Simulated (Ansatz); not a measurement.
# GaAs: the cost of one run

Computed with the Python package of Ansatz 0.2.0. The levels of theory stand in the script.

### Step 1. Starting point

The structure is cubic, space group F-43m (No. 216). Conventional cell: a = 5.654 Å, b = 5.654 Å, c = 5.654 Å, α = 90.00°, β = 90.00°, γ = 90.00°. Ga (site symmetry -43m) is surrounded by 4 As at 2.45 Å. Around As (site symmetry -43m) lie 4 Ga at 2.45 Å.

The script holds or builds the structure itself.

### Step 2. The script

File lattice.py:

```python
import ansatz
import numpy as np
from pymatgen.core import Lattice, Structure
from pymatgen.io.ase import AseAtomsAdaptor

def edges_and_angles(cell):
    cell = np.asarray(cell)
    a, b, c = np.linalg.norm(cell, axis=1)
    cosines = cell[1] @ cell[2] / (b * c), cell[0] @ cell[2] / (a * c), cell[0] @ cell[1] / (a * b)
    return (a, b, c, *np.degrees(np.arccos(cosines)))


def main() -> None:
    pmg_structure = Structure(
        Lattice([(0.0, 2.82685, 2.82685), (2.82685, 0.0, 2.82685), (2.82685, 2.82685, 0.0)]),
        ["Ga", "As"],
        [
            (0.0, 0.0, 0.0),
            (0.25, 0.25, 0.25),
        ],
    )
    structure = ansatz.Crystal.from_ase(AseAtomsAdaptor.get_atoms(pmg_structure))

    model = (
        structure.calculation()
        .basis(10 * ansatz.Ha)
        .kpoints(8, 8, 8, shift=0.5)
        .occupations("fixed")
        .scf(algorithm="density_mixing")
        .relax(cell=True, force_tolerance=0.05, max_steps=60)
    )

    levels = [("rpbe", "none"), ("r2scan", "d4"), ("pbe", "d4")]
    print("level            a       b       c    alpha   beta  gamma  V/atom  steps")
    for name, dispersion in levels:
        seen = []
        run = model.functional(name, dispersion=dispersion).session().plan()
        out = run.execute(on_event=lambda e: seen.append(e) if e["event"] == "relax_step" else None)
        cell = out.lattice.cell_ang
        label = name if dispersion == "none" else f"{name}+{dispersion}"
        print("{:13s} {:7.4f} {:7.4f} {:7.4f} {:6.2f} {:6.2f} {:6.2f}".format(label, *edges_and_angles(cell)), f"{abs(np.linalg.det(cell)) / len(out.lattice.sites):7.3f} {len(seen):5d}")


if __name__ == "__main__":
    main()
```

### Step 3. The input behind the calls

The engine receives this input (first run):

```yaml
crystal:
  lattice:
    - [0.0, 2.82685, 2.82685]
    - [2.82685, 0.0, 2.82685]
    - [2.82685, 2.82685, 0.0]
  atoms:
    - { symbol: Ga, position: [0.0, 0.0, 0.0] }
    - { symbol: As, position: [0.25, 0.25, 0.25] }
basis:
  ecutwfc: 272.11386245988
kpoints:
  mp_grid:
    grid: [8, 8, 8]
    shift: [0.5, 0.5, 0.5]
hamiltonian:
  xc: rpbe
  dispersion: none
scf:
  algorithm: density_mixing
  occupations:
    method: fixed
relax:
  f_tol: 0.05
  max_steps: 60
  cell: {}
```

### Step 4. Launch

The run is started by

```bash
> python lattice.py
```

What time and memory should one allow on 1 thread of Arm Neoverse V1, shared host?

About 2.7 min, with a peak of 0.54 GiB.
